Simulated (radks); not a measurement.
# Rb²⁺ in [Ar] 3d10 4s2 4p5: an all-electron calculation

The task here is to estimate one member of a computed series from the others.

The numbers are computed with radks (a radial shooting solver on a logarithmic mesh, Libxc functionals) version 1 (non-relativistic Kohn-Sham, r2SCAN, spin-polarised, spherical densities, point nucleus; open shells are filled with parallel spins first), except any that are marked as measured or tabulated.

## The atom as given

* element: rubidium (Z = 37)
* charge: +2
* electrons: 35
* configuration: [Ar] 3d10 4s2 4p5

Outer shells as boxes (Hund's rule):

Rb²⁺
```
[Ar] core
3d [↑↓][↑↓][↑↓][↑↓][↑↓]
4s [↑↓]
4p [↑↓][↑↓][↑ ]
```

The first run:

The run's settings:

```text
Z 37
configuration [Ar] 3d10 4s2 4p5
relativity non-relativistic
functional r2scan,r2scan
spin polarised
nucleus point
```

One table of the session follows, with a row left open; its other results are not shown here.

It belongs to the step «Shells». From the orbitals of this run (lengths in bohr):

```
  level      <r>  outermost maximum (interpolated)  90 % within  nodes
  1s up  0.04130                            0.0273       0.0735      0
1s down  0.04130                            0.0273       0.0735      0
  2s up   0.1821                             0.153        0.281      1
2s down   0.1821                             0.153        0.281      1
  2p up   0.1569                             0.121        0.255      0
2p down   0.1569                             0.121        0.255      0
  3s up   0.5203                             0.460        0.771      2
3s down   0.5203                             0.460        0.771      2
  3p up        ?                                 ?            ?      ?
3p down   0.5225                             0.451        0.793      1
  3d up   0.5232                             0.394        0.850      0
3d down   0.5226                             0.394        0.848      0
  4s up    1.453                              1.28         2.13      3
4s down    1.457                              1.28         2.14      3
  4p up    1.637                              1.41         2.43      2
4p down    1.646                              1.41         2.45      2
```

Estimate the missing values for 3p up.

As computed: <r>: 0.5226; outermost maximum (interpolated): 0.450; 90 % within: 0.794; nodes: 1.

Caveats from the session: Relativity is left out here, which matters for elements this heavy. Open shells are spherical and high-spin; term and fine-structure splittings are not resolved.
